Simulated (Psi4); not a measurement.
# M06-2X/6-31G(d) (spherical functions) run of GaBH3ClO (SMILES O[B](Cl)[GaH2])

Aim: the energy change on altering one bond length of GaBH3ClO at M06-2X/6-31G* (spherical functions), from 2 runs. 

The results are computed with Psi4 1.11.

1 further run of the same task is left out (set aside as unsound or not needed).

## Step 1: The structure to begin with

GaBH3ClO has 7 atoms, charge 0, and is taken as a singlet. SMILES: `O[B](Cl)[GaH2]`. The shape is that of a PBE0-D4/def2-TZVP optimisation. This is one conformer, not always the lowest.

Bond lengths: O1–B2 1.344 Å, B2–Cl3 1.789 Å, B2–Ga4 2.095 Å, O1–H5 0.965 Å, Ga4–H6 1.572 Å, Ga4–H7 1.572 Å. Angles: O1–B2–Cl3 118.4°, O1–B2–Ga4 123.4°, Cl3–B2–Ga4 118.3°, B2–O1–H5 114.1°, B2–Ga4–H6 121.3°, B2–Ga4–H7 121.3°, H6–Ga4–H7 117.4°.

## Step 2: Energy and gradient at M06-2X/6-31G(d) (spherical functions)

Contents of calc.dat:

```
memory 2200 MB

molecule {
  0 1
  O     -0.845500    -1.229100     0.927100
  B     -0.031900    -0.664900     0.017900
  Cl     0.899000    -1.736200    -1.070500
  Ga     0.202400     1.406200    -0.190800
  H     -0.850900    -2.194300     0.905900
  H     -0.691300     2.232500    -1.186100
  H      1.318000     2.185900     0.596500
  symmetry c1
  no_reorient
  no_com
}

set globals {
  basis                6-31G*
  puream               true
  e_convergence        1e-09
  d_convergence        1e-08
  scf_type             pk
  dft_radial_points    99
  dft_spherical_points 590
}

e_tot, wfn = gradient("m06-2x", return_wfn=True)
oeprop(wfn, "LOWDIN_CHARGES", "QUADRUPOLE", "WIBERG_LOWDIN_INDICES")
print_variables()
```

Run with:

```sh
psi4 -i calc.dat -o calc.out -n 1
```

calc.out:

```text
[...]
  Running in c1 symmetry.
[...]
  Nuclear repulsion =  275.852652829301860
[...]
  Multiplicity = 1
[...]
  Nalpha       = 32
  Nbeta        = 32
[...]
    Number of basis functions: 84
[...]
   @RKS iter   1: -2484.73550695985796   -2.18677e+00   3.40621e-02 ADIIS/DIIS
[...]
   @RKS iter  13: -2486.61719956545130   -1.09139e-11   8.01971e-09 DIIS
[...]
  @RKS Final Energy: -2486.61719956545130
   => Energetics <=
    Nuclear Repulsion Energy =            275.8526528293018600
    One-Electron Energy =               -4007.7670497517533477
    Two-Electron Energy =                1300.6960694799233806
    DFT Exchange-Correlation Energy =     -55.3988721229236347
    Empirical Dispersion Energy =           0.0000000000000000
    VV10 Nonlocal Energy =                  0.0000000000000000
    Total Energy =                      -2486.6171995654513012
[...]
  -Total Gradient:
     Atom            X                  Y                   Z
    ------   -----------------  -----------------  -----------------
       1        0.000819733393    -0.005419290031    -0.001074542540
       2        0.001872245483     0.000093571946    -0.002137491998
       3       -0.002181913210     0.003426340142     0.002571884793
       4        0.000295151810     0.000484348915    -0.000346099964
       5       -0.000108063945     0.006469433868     0.000302417091
       6        0.003213638506    -0.002595449175     0.003476751888
       7       -0.003889271856    -0.002409108138    -0.002816659920
[...]
 Multipole Moments:
 ------------------------------------------------------------------------------------
     Multipole            Electronic (a.u.)      Nuclear  (a.u.)        Total (a.u.)
 ------------------------------------------------------------------------------------
 L = 1.  Multiply by 2.5417464519 to convert [e a0] to [Debye]
 Dipole X            :        -27.5145730           27.2303866           -0.2841865
 Dipole Y            :         -6.3892003            5.9405430           -0.4486572
 Dipole Z            :         31.0954072          -30.7849614            0.3104458
 Magnitude           :                                                    0.6151681
 L = 2.  Multiply by 1.3450342976 to convert [e a0^2] to [Debye ang]
 Quadrupole XX       :       -116.5985715           84.5358754          -32.0626961
 Quadrupole XY       :         23.1409620          -21.7362879            1.4046741
[...]
```

Run time: 53 s. Hardware: 1 thread of Intel Xeon Platinum 8259CL at 2.50GHz (Skylake/Cascade Lake), shared host; peak memory 1.2 GiB.

## Step 3: The distorted shape, same level

Contents of calc.dat:

```
memory 2.2 GB

molecule mol {
  0 1
  O     -1.124769    -0.907711     1.253619
  B     -0.311169    -0.343511     0.344419
  Cl     0.899000    -1.736200    -1.070500
  Ga    -0.076869     1.727589     0.135719
  H     -1.130169    -1.872911     1.232419
  H     -0.970569     2.553889    -0.859581
  H      1.038731     2.507289     0.923019
  symmetry c1
  no_reorient
  no_com
}

set {
  puream true
  e_convergence 1e-09
  d_convergence 1e-08
  scf_type pk
  dft_radial_points 99
  dft_spherical_points 590
}

E, wfn = gradient('m06-2x/6-31G*', return_wfn=True)
oeprop(wfn, 'LOWDIN_CHARGES', 'MULLIKEN_CHARGES', 'QUADRUPOLE', title='M06-2X')
```

Run with:

```sh
psi4 -i calc.dat -o calc.out -n 1
```

calc.out, shortened:

```text
[...]
  Running in c1 symmetry.
[...]
  Nuclear repulsion =  255.052151792941231
[...]
  Multiplicity = 1
[...]
  Nalpha       = 32
  Nbeta        = 32
[...]
    Number of basis functions: 84
[...]
   @RKS iter   1: -2484.69992127540218   -2.52045e+00   3.40002e-02 DIIS/ADIIS
[...]
   @RKS iter  14: -2486.57269800819313   -5.45697e-12   2.82416e-09 DIIS
[...]
  @RKS Final Energy: -2486.57269800819313
   => Energetics <=
    Nuclear Repulsion Energy =            255.0521517929412312
    One-Electron Energy =               -3965.7946844978741865
    Two-Electron Energy =                1279.5127333434045340
    DFT Exchange-Correlation Energy =     -55.3428986466643664
    Empirical Dispersion Energy =           0.0000000000000000
    VV10 Nonlocal Energy =                  0.0000000000000000
    Total Energy =                      -2486.5726980081926740
[...]
  -Total Gradient:
     Atom            X                  Y                   Z
    ------   -----------------  -----------------  -----------------
       1       -0.020797357252    -0.006186776710     0.023481608136
       2       -0.007384812013     0.032785652053     0.009288831673
       3        0.032420512173    -0.033516703754    -0.037804042214
       4       -0.006752241013    -0.003136822218     0.007576394017
       5        0.000815647408     0.009415445246    -0.000661990659
       6        0.004016754094     0.000264667165     0.001837542719
       7       -0.002288431380     0.000443669764    -0.003749996732
[...]
 Multipole Moments:
 ------------------------------------------------------------------------------------
     Multipole            Electronic (a.u.)      Nuclear  (a.u.)        Total (a.u.)
 ------------------------------------------------------------------------------------
[...]
  Mulliken Charges: (a.u.)
   Center  Symbol    Alpha    Beta     Spin     Total
       1     O     4.27220  4.27220  0.00000 -0.54439
       2     B     2.28814  2.28814  0.00000  0.42372
       3    CL     8.70789  8.70789  0.00000 -0.41579
       4    GA    15.48318 15.48318  0.00000  0.03365
       5     H     0.26261  0.26261  0.00000  0.47479
       6     H     0.49299  0.49299  0.00000  0.01403
       7     H     0.49300  0.49300  0.00000  0.01400
   Total alpha = 32.00000, Total beta = 32.00000, Total charge =  0.00000
  Lowdin Charges: (a.u.)
[...]
```

It took 54 s on 1 thread of Intel Xeon Platinum 8259CL at 2.50GHz (Skylake/Cascade Lake), shared host; peak memory 1.2 GiB.

## Step 4: Results

At M06-2X/6-31G* (spherical functions):

| quantity | value |
| --- | --- |
| first shape: total energy | -2486.61720 Eh |
| first shape: dipole moment | 1.56 D |
| first shape: HOMO energy | -8.67 eV |
| first shape: LUMO energy | -1.25 eV |
| first shape: HOMO–LUMO gap | 7.42 eV |
| first shape: largest force on an atom | 0.333 eV/Å |
| distorted shape: total energy | -2486.57270 Eh |
| distorted shape: dipole moment | 3.65 D |
| distorted shape: HOMO energy | -9.06 eV |
| distorted shape: LUMO energy | -1.87 eV |
| distorted shape: HOMO–LUMO gap | 7.18 eV |
| distorted shape: largest force on an atom | 3.087 eV/Å |
| energy change with the B2–Cl3 bond stretched from 1.789 to 2.325 Å | 1.211 eV |

What this shows: With the B2–Cl3 bond stretched from 1.789 to 2.325 Å the energy rises by 1.21 eV (117 kJ/mol). The first shape isn't relaxed at this level, so the change isn't measured from a minimum. The largest force (first shape) is 0.33 eV/Å: the shape isn't a stationary point for this species at this level. Mulliken charges (distorted shape) run from -0.54 on O1 to +0.47 on H5; they depend strongly on the basis.
